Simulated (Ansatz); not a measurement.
**Sn3Te in Ansatz: the effect of functional**

The system is Sn3Te.

```
Te Sn
1.0
    -2.26981    2.26981    5.44194
     2.26981   -2.26981    5.44194
     2.26981    2.26981   -5.44194
Te Sn
1 3
Direct
  0.00000 0.00000 0.00000
  0.50000 0.50000 0.00000
  0.25000 0.75000 0.50000
  0.75000 0.25000 0.50000
```

The cell comes from a database or a generator and needn't be the stable form of this composition.

The cell isn't the ideal one: volume scaled by 0.96.

Alike in all runs:

```yaml
Program: Ansatz 0.2.0
Task: single point
Potentials_or_basis: Ansatz PAW
k_mesh: 8 × 8 × 8
Occupations: fermi-dirac, width 0.05 eV
Spin: no spin polarisation
```

| functional | cutoff | pressure (GPa) |
| --- | --- | --- |
| LDA | 420 eV (not typed: the program's choice for these potentials) | ? |
| r2SCAN | 500 eV (not typed: the program's choice for these potentials) | 0.9 |
| PBE | 420 eV (not typed: the program's choice for these potentials) | 1.5 |

Task: What does the run with functional LDA give?

Result: Pressure -2.5 GPa.

Caveats: the PAW data sets come from PBE, with cores solved anew for the run's functional, which leaves a small shift of forces and pressure (some runs).
